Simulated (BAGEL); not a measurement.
# HF/3-21G (density fitting with qzvpp-jkfit) run of C2H3FGe (SMILES C#[C][GeH2][F])

Aim: the vertical singlet–triplet gap of C2H3FGe at HF/3-21G (density fitting with qzvpp-jkfit), from 2 runs. 

Program for the calculation: BAGEL 1.2.2.

2 further runs of the same task are left out: 2 set aside as unsound or not needed. Runs told in other sessions of the task aren't counted.

**1. Starting point**

C2H3FGe has 7 atoms, charge 0, and is taken as a singlet. As SMILES, `C#[C][GeH2][F]`. The coordinates come from a PBE0-D4/def2-TZVP relaxation.

Bond lengths: C1–C2 1.205 Å, C2–Ge3 1.891 Å, Ge3–F4 1.737 Å, C1–H5 1.066 Å, Ge3–H6 1.530 Å, Ge3–H7 1.530 Å. Angles: C1–C2–Ge3 178.5°, C2–Ge3–F4 106.8°, C2–C1–H5 179.5°, C2–Ge3–H6 111.0°, C2–Ge3–H7 111.0°, F4–Ge3–H6 106.5°, F4–Ge3–H7 106.5°, H6–Ge3–H7 114.4°.

**2. The energy at HF/3-21G (density fitting with qzvpp-jkfit)**

Input file input.json:

```json
{ "bagel" : [

{
  "title" : "molecule",
  "basis" : "3-21g",
  "df_basis" : "qzvpp-jkfit",
  "angstrom" : true,
  "geometry" : [
    { "atom" : "C", "xyz" : [    1.589600,   -1.011400,    0.749400 ] },
    { "atom" : "C", "xyz" : [    0.653200,   -0.399300,    0.302800 ] },
    { "atom" : "Ge", "xyz" : [   -0.795200,    0.603200,   -0.384600 ] },
    { "atom" : "F", "xyz" : [   -1.928600,   -0.538300,   -1.040400 ] },
    { "atom" : "H", "xyz" : [    2.414700,   -1.560800,    1.142300 ] },
    { "atom" : "H", "xyz" : [   -1.525800,    1.349500,    0.733200 ] },
    { "atom" : "H", "xyz" : [   -0.346600,    1.489200,   -1.548300 ] }
  ]
},
{ "title" : "hf" },
{ "title" : "print", "file" : "orbitals.molden", "orbitals" : true }

]}
```

Started as:

```bash
$ BAGEL_NUM_THREADS=1 BAGEL input.json > input.out
```

What it wrote:

```text
* using 1 threads per process

  ===============================================================
  ===============================================================

  *** Geometry ***

  { "atom" : "C", "xyz" : [      3.003909,     -1.911269,      1.416161 ] },
  { "atom" : "C", "xyz" : [      1.234369,     -0.754568,      0.572209 ] },
  { "atom" : "Ge", "xyz" : [     -1.502710,      1.139883,     -0.726789 ] },
  { "atom" : "F", "xyz" : [     -3.644526,     -1.017240,     -1.966071 ] },
  { "atom" : "H", "xyz" : [      4.563122,     -2.949485,      2.158634 ] },
  { "atom" : "H", "xyz" : [     -2.883344,      2.550185,      1.385547 ] },
  { "atom" : "H", "xyz" : [     -0.654979,      2.814180,     -2.925863 ] },

  Number of auxiliary basis functions:      547

  Since a DF basis is specified, we compute 2- and 3-index integrals:
    o Being stored without compression. Storage requirement is 0.013 GB

  Number of basis functions:       55
  Number of electrons      :       56

    * METHOD: MOLECULE                             0.20

  *** RHF ***

  === Nuclear Repulsion ===
   246.5685013891

      * DIIS with orbital gradients will be used.

  === RHF iteration (3-21g) ===
      0      -2241.15760064          0.02124275           0.05
      1      -2241.26109500          0.01181118           0.05
      2      -2241.29225242          0.00159770           0.05
      3      -2241.29320014          0.00050657           0.05
      4      -2241.29327493          0.00017626           0.05
      5      -2241.29328379          0.00005109           0.05
      6      -2241.29328511          0.00001854           0.05
      7      -2241.29328539          0.00000389           0.05
      8      -2241.29328539          0.00000229           0.05
      9      -2241.29328540          0.00000127           0.05
     10      -2241.29328540          0.00000048           0.05
     11      -2241.29328540          0.00000020           0.05
     12      -2241.29328540          0.00000007           0.05
     13      -2241.29328540          0.00000002           0.05
     14      -2241.29328540          0.00000001           0.05
    * SCF iteration converged.

    * Permanent dipole moment:
           (   -0.814541,    -0.520362,    -0.452958) a.u.

    * METHOD: HF                                   0.88

    * METHOD: PRINT                                0.01

  ===============================================================
```

Run time: 1.2 s. Hardware: 1 thread of Arm Neoverse V2, shared host; peak memory 0.099 GiB.

**3. The triplet at the same level**

Input file input.json:

```json
{ "bagel": [

{
  "title": "molecule",
  "basis": "3-21g",
  "df_basis": "qzvpp-jkfit",
  "angstrom": true,
  "geometry": [
    { "atom": "C", "xyz": [       1.589600,      -1.011400,       0.749400 ] },
    { "atom": "C", "xyz": [       0.653200,      -0.399300,       0.302800 ] },
    { "atom": "Ge", "xyz": [      -0.795200,       0.603200,      -0.384600 ] },
    { "atom": "F", "xyz": [      -1.928600,      -0.538300,      -1.040400 ] },
    { "atom": "H", "xyz": [       2.414700,      -1.560800,       1.142300 ] },
    { "atom": "H", "xyz": [      -1.525800,       1.349500,       0.733200 ] },
    { "atom": "H", "xyz": [      -0.346600,       1.489200,      -1.548300 ] }
  ]
},

{
  "title": "uhf",
  "nopen": 2
},

{
  "title": "print",
  "file": "orbitals.molden",
  "orbitals": true
}

]}
```

Started as:

```bash
$ BAGEL_NUM_THREADS=1 BAGEL input.json > input.out
```

What it wrote:

```text
* using 1 threads per process

  ===============================================================
  ===============================================================

  *** Geometry ***

  { "atom" : "C", "xyz" : [      3.003909,     -1.911269,      1.416161 ] },
  { "atom" : "C", "xyz" : [      1.234369,     -0.754568,      0.572209 ] },
  { "atom" : "Ge", "xyz" : [     -1.502710,      1.139883,     -0.726789 ] },
  { "atom" : "F", "xyz" : [     -3.644526,     -1.017240,     -1.966071 ] },
  { "atom" : "H", "xyz" : [      4.563122,     -2.949485,      2.158634 ] },
  { "atom" : "H", "xyz" : [     -2.883344,      2.550185,      1.385547 ] },
  { "atom" : "H", "xyz" : [     -0.654979,      2.814180,     -2.925863 ] },

  Number of auxiliary basis functions:      547

  Since a DF basis is specified, we compute 2- and 3-index integrals:
    o Being stored without compression. Storage requirement is 0.013 GB

  Number of basis functions:       55
  Number of electrons      :       56

    * METHOD: MOLECULE                             0.20

  *** Open-shell HF ***

  === Nuclear Repulsion ===
   246.5685013891

      * DIIS with orbital gradients will be used.

  === UHF iteration (3-21g) ===
      0      -2240.84978675          0.04566350           0.10
      1      -2241.00525223          0.02786525           0.10
      2      -2241.06317543          0.01610425           0.10
      3      -2241.08367516          0.00348838           0.10
      4      -2241.08980629          0.00143934           0.10
      5      -2241.09164714          0.00067381           0.10
      6      -2241.09193141          0.00026538           0.11
      7      -2241.09205466          0.00009242           0.10
      8      -2241.09206704          0.00003375           0.10
      9      -2241.09206874          0.00001215           0.10
     10      -2241.09206895          0.00000734           0.10
     11      -2241.09206902          0.00000412           0.10
     12      -2241.09206903          0.00000270           0.10
     13      -2241.09206904          0.00000252           0.10
     14      -2241.09206905          0.00000264           0.10
     15      -2241.09206904          0.00000235           0.10
     16      -2241.09206904          0.00000153           0.10
     17      -2241.09206904          0.00000074           0.10
     18      -2241.09206904          0.00000044           0.10
     19      -2241.09206904          0.00000026           0.10
     20      -2241.09206904          0.00000013           0.10
     21      -2241.09206904          0.00000012           0.10
     22      -2241.09206904          0.00000011           0.10
     23      -2241.09206904          0.00000013           0.10
     24      -2241.09206904          0.00000010           0.10
     25      -2241.09206904          0.00000009           0.10
     26      -2241.09206904          0.00000008           0.10
     27      -2241.09206904          0.00000007           0.10
     28      -2241.09206904          0.00000006           0.10
     29      -2241.09206904          0.00000005           0.10
     30      -2241.09206904          0.00000005           0.10
     31      -2241.09206904          0.00000005           0.10
     32      -2241.09206904          0.00000005           0.10
     33      -2241.09206904          0.00000004           0.10
     34      -2241.09206904          0.00000004           0.10
     35      -2241.09206904          0.00000004           0.10
     36      -2241.09206904          0.00000004           0.10
     37      -2241.09206904          0.00000004           0.10
     38      -2241.09206904          0.00000004           0.10
     39      -2241.09206904          0.00000004           0.10
     40      -2241.09206904          0.00000004           0.10
     41      -2241.09206904          0.00000004           0.10
     42      -2241.09206904          0.00000004           0.10
     43      -2241.09206904          0.00000004           0.10
     44      -2241.09206904          0.00000003           0.10
     45      -2241.09206904          0.00000002           0.10
     46      -2241.09206904          0.00000002           0.10
     47      -2241.09206904          0.00000002           0.10
     48      -2241.09206904          0.00000002           0.10
     49      -2241.09206904          0.00000002           0.10
     50      -2241.09206904          0.00000002           0.10
     51      -2241.09206904          0.00000002           0.10
     52      -2241.09206904          0.00000002           0.10
     53      -2241.09206904          0.00000001           0.10
     54      -2241.09206904          0.00000001           0.10
    * SCF iteration converged.

    * S^2 (UHF) is 2.0158

    * Permanent dipole moment:
           (   -1.084712,    -0.357048,    -0.582654) a.u.

    * METHOD: UHF                                  5.67

    * METHOD: PRINT                                0.01

  ===============================================================
```

Wall time 6 s (1 thread of Arm Neoverse V2, shared host); peak memory 0.1 GiB.

**4. Outcome**

Level: HF/3-21G (density fitting with qzvpp-jkfit).

| quantity | value |
| --- | --- |
| singlet: total energy | -2241.29329 Eh |
| singlet: dipole moment | 2.71 D |
| singlet: HOMO energy | -11.30 eV |
| singlet: LUMO energy | 3.22 eV |
| singlet: HOMO–LUMO gap | 14.53 eV |
| triplet: total energy | -2241.09207 Eh |
| triplet: dipole moment | 3.26 D |
| triplet: ⟨S²⟩ | 2.016 |
| vertical energy of the triplet above the singlet | 5.475 eV |

In words: At this shape the triplet lies 5.48 eV (126 kcal/mol) above the singlet.
